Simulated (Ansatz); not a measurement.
# FGeHS (SMILES [F][Ge][SH]): one structure at several levels

A test off equilibrium: a structure displaced at random from a GFN2-xTB minimum is computed at several levels, and each is set against CCSD(T).

The runs use Ansatz 0.2.0, Gaussian basis; single points in def2-TZVPP.

Correlated methods freeze the cores. Filled d shells of the heavier atoms are correlated.

### 1 Starting geometry

SMILES `[F][Ge][SH]`, 4 atoms, charge 0, spin multiplicity 1.

Atoms are counted from 1 here; the program's logs count them from 0.

Bond lengths: F1–Ge2 1.833 Å, Ge2–S3 2.333 Å, S3–H4 1.441 Å. Angles: F1–Ge2–S3 95.6°, Ge2–S3–H4 98.2°.

Geometry (Å):

```mol
FGeHS
  3D, bonds by distance, orders not assigned

  4  3  0  0  0  0  0  0  0  0999 V2000
   -2.0421    0.5114    0.6701 F   0  0
   -0.3719    0.0439    1.2630 Ge  0  0
    0.5986   -0.0665   -0.8554 S   0  0
    1.9500   -0.3561   -0.4471 H   0  0
  1  2  8  0
  2  3  8  0
  3  4  8  0
M  END
```

### 2 CCSD(T)/def2-TZVPP

File run/in.yaml:

```yaml
crystal:
  periodic: [false, false, false]
  atoms:
    - {symbol: F, position_ang: [-2.042100, 0.511400, 0.670100]}
    - {symbol: Ge, position_ang: [-0.371900, 0.043900, 1.263000]}
    - {symbol: S, position_ang: [0.598600, -0.066500, -0.855400]}
    - {symbol: H, position_ang: [1.950000, -0.356100, -0.447100]}
basis:
  gaussian: {orbitals: def2-TZVPP}
correlation: {method: ccsd_t}
output: {forces: true}
```

No record of the launch command was kept for these runs.

### 3 PBE0-D4/def2-TZVPP

Edit run/in.yaml of step 2 so:

```diff
@@ -9,3 +9,3 @@
   gaussian: {orbitals: def2-TZVPP}
-correlation: {method: ccsd_t}
-output: {forces: true}
+hamiltonian: {xc: pbe0, dispersion: d4}
+output: {forces: true, orbitals: {seedname: orbitals}}
```

### 4 wB97M-V/def2-TZVPP

Edit run/in.yaml of step 3 so:

```diff
@@ -9,3 +9,3 @@
   gaussian: {orbitals: def2-TZVPP}
-hamiltonian: {xc: pbe0, dispersion: d4}
-output: {forces: true, orbitals: {seedname: orbitals}}
+hamiltonian: {xc: {name: wB97M-V}}
+output: {forces: true}
```

### 5 r2SCAN-D4/def2-TZVPP

Edit run/in.yaml of step 4 so:

```diff
@@ -9,3 +9,3 @@
   gaussian: {orbitals: def2-TZVPP}
-hamiltonian: {xc: {name: wB97M-V}}
+hamiltonian: {xc: r2scan, dispersion: d4}
 output: {forces: true}
```

### 6 PBE-D4/def2-TZVPP

Edit run/in.yaml of step 5 so:

```diff
@@ -9,3 +9,3 @@
   gaussian: {orbitals: def2-TZVPP}
-hamiltonian: {xc: r2scan, dispersion: d4}
+hamiltonian: {xc: pbe, dispersion: d4}
 output: {forces: true}
```

### 7 r2SCANh-D4/def2-TZVPP

Edit run/in.yaml of step 6 so:

```diff
@@ -9,3 +9,3 @@
   gaussian: {orbitals: def2-TZVPP}
-hamiltonian: {xc: pbe, dispersion: d4}
+hamiltonian: {xc: {name: r2SCANh}, dispersion: d4}
 output: {forces: true}
```

### 8 revPBE-D4/def2-TZVPP

Edit run/in.yaml of step 7 so:

```diff
@@ -9,3 +9,3 @@
   gaussian: {orbitals: def2-TZVPP}
-hamiltonian: {xc: {name: r2SCANh}, dispersion: d4}
+hamiltonian: {xc: {name: revPBE}, dispersion: d4}
 output: {forces: true}
```

(Steps that only read results are left out.)

Q: Predict the outcome of this session. Wanted: energy less free atoms, CCSD(T)/def2-TZVPP; RMS force component; RMS force error; HOMO and LUMO, PBE0-D4; T1 diagnostic.

**Answer**, as computed:

```
                                  quantity                                                                                                value
energy less free atoms, CCSD(T)/def2-TZVPP                                                                                      -277.8 kcal/mol
                       RMS force component                                                                 0.727 to 1.069 eV/Å over the methods
                           RMS force error  PBE0-D4 0.053, wB97M-V 0.059, r2SCAN-D4 0.081, PBE-D4 0.354, r2SCANh-D4 0.013, revPBE-D4 0.422 eV/Å
                    HOMO and LUMO, PBE0-D4                                                                                   -7.74 and -2.74 eV
                             T1 diagnostic                                                                                                0.016
```

In words: Against CCSD(T) the functionals' energies less atoms differ by -23.4 to -7.7 kcal/mol, PBE-D4 by -23.4 kcal/mol. A larger basis would deepen the CCSD(T) value, while the functionals are nearly converged already, so the order here is not reliable. For forces r2SCANh-D4 does best and revPBE-D4 worst. Frozen-core CCSD(T) forces in triple zeta carry basis errors of their own, and this is one geometry, so small gaps rank nothing.
